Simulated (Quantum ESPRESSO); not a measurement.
TaAs under changes of volume

One of the cells (17.396 Å³/atom); the others are scaled copies at fixed shape and fractional positions:

```
Ta As
1.0
    -1.72181    1.72181    5.86794
     1.72181   -1.72181    5.86794
     1.72181    1.72181   -5.86794
Ta As
2 2
Direct
  0.49997 0.49997 0.00000
  0.24997 0.74997 0.50000
  0.08263 0.08263 0.00000
  0.83263 0.33263 0.50000
```

The cell is a database's computed one.

| Quantity | Value |
| --- | --- |
| Program | Quantum ESPRESSO 7.5 |
| Functional | PBE |
| Potentials or basis | SSSP 1.3 efficiency PBE |
| Cutoff | 748 eV |
| Density cutoff | 5987 eV |
| k mesh | 11 × 11 × 11 |
| Occupations | fermi-dirac, width 0.05 eV |
| Spin | no spin polarisation |

```tsv
volume (Å³/atom)	energy over the lowest point (meV/atom)	pressure (GPa)	largest force (eV/Å)
16.353	60.84	16.1	0.053
16.700	31.31	11.1	0.041
17.048	12.00	6.7	0.030
17.396	?	?	?
17.744	0.00	-0.9	0.011
18.092	5.53	-4.2	0.002
18.440	17.72	-7.1	0.005
```

Question: What does the run at 17.396 Å³/atom give?

Answer: Energy over the lowest point 1.88 meV/atom; pressure 2.7 GPa; largest force 0.020 eV/Å.

Worked out: A Birch-Murnaghan fit of order 3 (a polynomial in V^(-2/3)) to the other rows has its minimum at 17.65 Å³/atom with B0 = V·E''(V) = 178 GPa and B' = 4.5 at fixed shape and positions, which overstates the stiffness. It gives 1.87 meV/atom at 17.396 Å³/atom, against the run's 1.88, and -dE/dV = 2.7 GPa, against 2.7.

Energies are extrapolated to zero smearing.
